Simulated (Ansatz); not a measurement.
# CH6ClSbSi: the cost of one run

Computed with Ansatz 0.2.0 through its Python package. Level of theory: PBE/def2-SVP.

**1. The structure**

Bond lengths: Si1–C2 1.820 Å, C2–Sb3 2.137 Å, Sb3–Cl4 2.333 Å, Si1–H5 1.449 Å, Si1–H6 1.518 Å, Si1–H7 1.495 Å, C2–H8 1.124 Å, C2–H9 1.101 Å, Sb3–H10 1.754 Å. Angles (14 of 15 angles, heavy atoms first): Si1–C2–Sb3 108.6°, C2–Sb3–Cl4 94.2°, Si1–C2–H8 107.5°, Si1–C2–H9 110.6°, Sb3–C2–H8 108.6°, Sb3–C2–H9 107.5°, C2–Si1–H5 113.2°, C2–Si1–H6 110.4°, C2–Si1–H7 110.7°, C2–Sb3–H10 93.1°, Cl4–Sb3–H10 93.0°, H8–C2–H9 114.0°, H5–Si1–H6 107.5°, H5–Si1–H7 108.8°.

No structure file is read: the coordinates are typed or built in the script.

**2. The code**

The input, ch6clsbsi_tae.py:

```python
"""Atomisation energy of CH6ClSbSi at the given geometry."""

from collections import Counter

import ansatz


def energy(molecule, charge=0, unpaired=0):
    calc = (
        molecule.calculation()
        .basis(gaussian="def2-SVP")
        .functional("pbe")
    )
    if charge:
        calc = calc.charge(charge)
    if unpaired:
        calc = calc.spin("collinear", total=unpaired)
    return calc.run().report["free_energy_ev"]

GEOMETRY = """
Si   -0.13520    1.21100   -0.76300
C    -0.02140   -0.57880   -0.45600
Sb    1.16620   -0.89730    1.29130
Cl   -0.55480   -0.35200    2.76940
H     1.15240    1.83260   -0.99570
H    -1.00190    1.48500   -1.97890
H    -0.80380    1.90100    0.38240
H     0.50520   -1.04080   -1.33560
H    -1.01920   -1.00150   -0.25880
H     0.79560   -2.61030    1.34780
"""


def main() -> None:
    ch6clsbsi = ansatz.Crystal.molecule()
    for line in GEOMETRY.strip().splitlines():
        symbol, *xyz = line.split()
        ch6clsbsi = ch6clsbsi.atom(symbol, [float(v) for v in xyz])

    # unpaired electrons of the ground-state atoms
    unpaired = {"Si": 2, "C": 2, "Sb": 3, "Cl": 1, "H": 1}
    counts = Counter(site.symbol for site in ch6clsbsi.cartesian_sites)
    atom_energy = {s: energy(ansatz.Crystal.molecule().atom(s, (0, 0, 0)), 0, unpaired[s]) for s in counts}
    whole = energy(ch6clsbsi, 0, 0)
    for s, e in atom_energy.items():
        print(f"{s:2s} x{counts[s]}  {e:14.5f} eV")
    print(f"CH6ClSbSi: {whole:.5f} eV")
    split = sum(counts[s] * e for s, e in atom_energy.items()) - whole
    print(f"atomisation energy (no zero-point term): {23.060548 * split:.1f} kcal/mol, {split / sum(counts.values()):.3f} eV an atom")


if __name__ == "__main__":
    main()
```

**3. What the engine is handed**

The engine receives this input (first run):

```yaml
crystal:
  periodic: [false, false, false]
  atoms:
    - { symbol: Si, position_ang: [0.0, 0.0, 0.0] }
basis:
  gaussian:
    orbitals: def2-SVP
hamiltonian:
  xc: pbe
magnetization:
  spin_polarized: true
  initial_magnetization: 2.0
```

**4. Running it**

The run is started by

```sh
$ python ch6clsbsi_tae.py
```

What time and memory should one allow on 1 thread of Arm Neoverse V1, shared host?

About 4.8 s, with a peak of 0.2 GiB.
